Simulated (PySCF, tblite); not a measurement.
# C5H6BCl3: geometry, infrared bands and NMR shifts

What infrared bands and NMR shifts should C5H6BCl3 (`C=C1C[C@@H](B(Cl)Cl)[C@H]1Cl`) show?

Programs: tblite 0.8.0 and PySCF 2.14.0, with density-fitted response routines of our own. Each step states its level of theory. These are calculated values for one molecule in the gas phase, unless marked as measured. Atoms are numbered from 0 throughout.

### 1 Starting geometry

15 atoms, charge 0, multiplicity 1; geometry from: force field or distance geometry start.

Bonds of the start (Å): C0–C1 1.30, C1–C2 1.51, C2–C3 1.51, C3–B4 1.58, B4–Cl5 1.83, B4–Cl6 1.86, C3–C7 1.52, C7–Cl8 1.76, C7–C1 1.49, C0–H9 1.09, C0–H10 1.09, C2–H11 1.12, C2–H12 1.10, C3–H13 1.09, C7–H14 1.13.

### 2 Relaxing the molecule with GFN2-xTB

What the job is given:

```
{"job": {"kind": "relax", "xc": "GFN2-xTB", "basis": "xTB"}, "charge": 0, "multiplicity": 1}
C     -1.486600    -1.352900     0.024200
C     -0.829900    -0.242100    -0.150600
C     -0.497600     0.891400     0.794500
C      0.803900     0.969500     0.024500
B      1.751200    -0.194000     0.510300
Cl     1.670200    -0.941500     2.182800
Cl     2.539100    -1.235100    -0.819500
C     -0.047000     0.522900    -1.156100
Cl     0.776200    -0.396200    -2.405100
H     -1.980800    -1.652400     0.952800
H     -1.594100    -2.036800    -0.815300
H     -1.220500     1.709800     0.551200
H     -0.440600     0.623900     1.855200
H      1.249900     1.963200    -0.068300
H     -0.697800     1.378400    -1.502500
```

Command:

```console
$ OMP_NUM_THREADS=1 python probes_run.py task.json out
```

This one command runs all jobs of the session in turn.

**Question.** This job is followed by: GFN2-xTB harmonic vibrations, gas phase; GIAO PBE0/pcSseg-1 NMR shielding, non-relativistic, gas phase. Predict these results of the whole session: strongest single infrared mode (GFN2-xTB); zero-point energy (GFN2-xTB); ¹³C shifts against TMS (PBE0/pcSseg-1); ¹H shifts against TMS (PBE0/pcSseg-1); ¹¹B shifts against BF3·OEt2 (PBE0/pcSseg-1); ³⁵Cl shifts against HCl (PBE0/pcSseg-1, means over atoms taken as alike).

As calculated:

| quantity | value |
| --- | --- |
| strongest single infrared mode (GFN2-xTB) | 762 cm⁻¹, 56 km/mol |
| zero-point energy (GFN2-xTB) | 62.4 kcal/mol |
| ¹³C shifts against TMS (PBE0/pcSseg-1) | 157.1, 122.9, 61.0, 38.7, 32.9 ppm |
| ¹H shifts against TMS (PBE0/pcSseg-1) | 5.81, 5.65, 4.96, 3.43, 2.82, 2.78 ppm |
| ¹¹B shifts against BF3·OEt2 (PBE0/pcSseg-1) | 60.8 ppm |
| ³⁵Cl shifts against HCl (PBE0/pcSseg-1, means over atoms taken as alike) | 290, 213 ppm |

Over 113 steps the energy fell by 1.706 eV; of the close pairs, B4–Cl6 changed most, 1.864 to 1.716 Å. No mode is imaginary among the 39: a minimum at this level. The strongest single mode, at 762 cm⁻¹, is spread over many atoms; the largest shares are those of B4, C7. Unscaled tight-binding wavenumbers are off by several per cent, some by more. Its intensities can rank the bands wrongly. The most deshielded carbon is C1 (fully substituted alkene carbon), at 157.1 ppm: the olefinic region. At PBE0/pcSseg-1: Shielding is most anisotropic at Cl5, Cl6 (span 571 ppm, paramagnetic term -487 ppm).
